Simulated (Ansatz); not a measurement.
# C2H9NOSi: how energies converge with the basis set

The task here is to estimate one member of a computed series from the others.

The runs use Ansatz 0.2.0, Gaussian basis; one geometry, several basis sets.

Levels to be run: PBE0-D4/def2-SVP; ωB97M-V/def2-SVP; PBE0-D4/def2-QZVPP; ωB97M-V/def2-QZVPP; the functionals' def2-TZVPP values are taken from earlier runs.

### The geometry

All runs share one geometry, relaxed beforehand with PBE0-D4 in a triple-zeta def2 set.

SMILES `CN([SiH3])CO`, 14 atoms, charge 0, spin multiplicity 1.

Atoms are counted from 1 here; the program's logs count them from 0.

Bond lengths: C1–N2 1.450 Å, C1–H6 1.093 Å, C1–H7 1.092 Å, C1–H8 1.099 Å, N2–Si3 1.721 Å, N2–C4 1.432 Å, Si3–H9 1.486 Å, Si3–H10 1.494 Å, Si3–H11 1.487 Å, C4–O5 1.408 Å, C4–H12 1.098 Å, C4–H13 1.097 Å, O5–H14 0.962 Å. Angles: N2–C1–H6 110.3°, N2–C1–H7 110.3°, N2–C1–H8 112.2°, H6–C1–H7 107.9°, H6–C1–H8 108.1°, H7–C1–H8 108.0°, C1–N2–Si3 120.7°, C1–N2–C4 114.7°, Si3–N2–C4 121.9°, N2–Si3–H9 107.5°, N2–Si3–H10 114.9°, N2–Si3–H11 108.4°, H9–Si3–H10 108.0°, H9–Si3–H11 111.1°, H10–Si3–H11 107.1°, N2–C4–O5 112.9°, N2–C4–H12 108.5°, N2–C4–H13 111.7° and more.

The first run:

in.yaml

```yaml
crystal:
  periodic: [false, false, false]
  atoms:
    - {symbol: C, position_ang: [-1.367119, 0.520473, 0.399762]}
    - {symbol: N, position_ang: [-0.073240, -0.035936, 0.054860]}
    - {symbol: Si, position_ang: [0.199199, -1.734497, 0.119446]}
    - {symbol: C, position_ang: [0.769671, 0.836756, -0.705507]}
    - {symbol: O, position_ang: [1.209891, 1.952321, 0.032608]}
    - {symbol: H, position_ang: [-1.244809, 1.497182, 0.874050]}
    - {symbol: H, position_ang: [-1.883461, -0.132717, 1.106418]}
    - {symbol: H, position_ang: [-2.012630, 0.646678, -0.480496]}
    - {symbol: H, position_ang: [1.667137, -1.954349, 0.043138]}
    - {symbol: H, position_ang: [-0.441998, -2.515760, -0.981250]}
    - {symbol: H, position_ang: [-0.352826, -2.250941, 1.399896]}
    - {symbol: H, position_ang: [1.620087, 0.255809, -1.085842]}
    - {symbol: H, position_ang: [0.237722, 1.267603, -1.563157]}
    - {symbol: H, position_ang: [1.659574, 1.618178, 0.814976]}
basis:
  gaussian: {orbitals: def2-SVP}
hamiltonian: {xc: pbe0, dispersion: d4}
output: {orbitals: {seedname: orbitals}}
```

Launch:

```bash
$ ansatz run in.yaml --threads 4 --pin off --events-out ev --progress --plain --max-ram 10444MiB
```

Among the steps run: PBE0-D4 in def2-SVP; ωB97M-V in def2-SVP; PBE0-D4 in def2-QZVPP; ωB97M-V in def2-QZVPP.

One table of the session follows, with a row left open; its other results are not shown here.

It belongs to the step «Density functionals: the series». 

| functional | basis | HOMO (eV) | LUMO (eV) |
| --- | --- | --- | --- |
| PBE0-D4 | def2-SVP | -6.71 | 0.91 |
| PBE0-D4 | def2-TZVPP | -6.82 | 0.44 |
| PBE0-D4 | def2-QZVPP | -6.85 | 0.24 |
| ωB97M-V | def2-SVP | ? | ? |
| ωB97M-V | def2-TZVPP | -9.13 | 2.02 |
| ωB97M-V | def2-QZVPP | -9.15 | 1.56 |

Q: Estimate the row for ωB97M-V, def2-SVP from the others.

As computed: HOMO (eV): -9.00; LUMO (eV): 2.74. In the column «HOMO (eV)» it lies between ωB97M-V, def2-TZVPP (-9.13) and PBE0-D4, def2-QZVPP (-6.85).
